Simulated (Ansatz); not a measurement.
# Mg3CdSe4: the cost of one run

Computed with Ansatz 0.2.0 (DFT PBE, scalar-relativistic, plane waves, PAW, unless a step's input says otherwise).

1 further run of the same task is left out (it didn't finish). Runs told in other sessions of the task aren't counted.

## 1. Starting point

The structure is tetragonal, space group P4/mmm (No. 123). Conventional cell: a = 3.940 Å, b = 3.940 Å, c = 11.169 Å, α = 90.00°, β = 90.00°, γ = 90.00°. Mg (site symmetry 4mm) has 6 Se at 2.75 to 2.83 Å in its first shell of neighbours. Mg (site symmetry 4/mmm) is surrounded by 6 Se at 2.73 to 2.79 Å. Cd (site symmetry 4/mmm) has 6 Se at 2.79 to 2.86 Å in its first shell of neighbours. Se (site symmetry 4mm) is surrounded by 5 Mg at 2.73 to 2.79 Å and 1 Cd at 2.86 Å. Se (site symmetry 4/mmm) has 6 Mg at 2.75 to 2.79 Å in its first shell of neighbours. Around Se (site symmetry 4/mmm) lie 4 Cd at 2.79 Å and 2 Mg at 2.83 Å.

Coordinates:

```cif
data_structure
_symmetry_space_group_name_H-M 'P4/mmm'
_symmetry_Int_Tables_number 123
_cell_length_a 3.9405
_cell_length_b 3.9405
_cell_length_c 11.1693
_cell_angle_alpha 90.000
_cell_angle_beta 90.000
_cell_angle_gamma 90.000
_cell_volume 173.43
loop_
_atom_site_label
_atom_site_type_symbol
_atom_site_symmetry_multiplicity
_atom_site_Wyckoff_symbol
_atom_site_fract_x
_atom_site_fract_y
_atom_site_fract_z
_atom_site_occupancy
Mg1 Mg 2 h 0.50000 0.50000 0.25336 1
Mg2 Mg 1 b 0.00000 0.00000 0.50000 1
Cd1 Cd 1 a 0.00000 0.00000 0.00000 1
Se1 Se 2 g 0.00000 0.00000 0.25567 1
Se2 Se 1 d 0.50000 0.50000 0.50000 1
Se3 Se 1 c 0.50000 0.50000 0.00000 1
```

It is the end of an earlier relaxation with the same method, from a generated guess; it needn't be the stable form of this composition. At a tolerance of 0.02 Å it has space group P4/mmm (No. 123); it has 21.68 Å³/atom, an uncorrected energy of -1.04 eV/atom over the elements.

## 2. Electronic structure at the relaxed geometry

input.yaml reads:

```yaml
crystal:
  lattice:
    - [3.9404622, 0.0, 0.0]
    - [0.0, 3.9404622, 0.0]
    - [0.0, 0.0, 11.1693267]
  atoms:
    - { symbol: Mg, position: [0.5, 0.5, 0.253357] }
    - { symbol: Mg, position: [0.0, 0.0, 0.5] }
    - { symbol: Mg, position: [0.5, 0.5, 0.746643] }
    - { symbol: Cd, position: [0.0, 0.0, 0.0] }
    - { symbol: Se, position: [0.0, 0.0, 0.255668] }
    - { symbol: Se, position: [0.5, 0.5, 0.5] }
    - { symbol: Se, position: [0.0, 0.0, 0.744332] }
    - { symbol: Se, position: [0.5, 0.5, 0.0] }
basis:
  ecutwfc: 420
kpoints:
  mp_grid: { grid: [10, 10, 4] }
  band_path:
    path:
      - [[0.0, 0.0, 0.0], [0.0, 0.5, 0.0], [0.5, 0.5, 0.0], [0.0, 0.0, 0.0], [0.0, 0.0, 0.5], [0.0, 0.5, 0.5], [0.5, 0.5, 0.5], [0.0, 0.0, 0.5]]
      - [[0.0, 0.5, 0.0], [0.0, 0.5, 0.5]]
      - [[0.5, 0.5, 0.0], [0.5, 0.5, 0.5]]
    npoints: 14
hamiltonian:
  xc: pbe
scf:
  occupations: { method: gaussian, width: 0.02 }
  n_extra_bands: 20
output:
  forces: true
  stress: true
  eigenvalues: true
  populations: true
  dos: { projected: true, de: 0.02, nscf_kmesh: { grid: [15, 15, 6] } }
  bader: true
  write_density: true
  write_potential: true
  elf: true
  volumetric_format: npy
```

Started as:

```
$ ansatz run input.yaml --threads 4 --pin off --max-ram 8192MiB --backend cpu --events-out ev --progress --plain --runs-dir out
```

Q: Estimate wall time and peak memory on 4 threads of Arm Neoverse N1, shared host.

About 1.8 min, with a peak of 1.4 GiB.
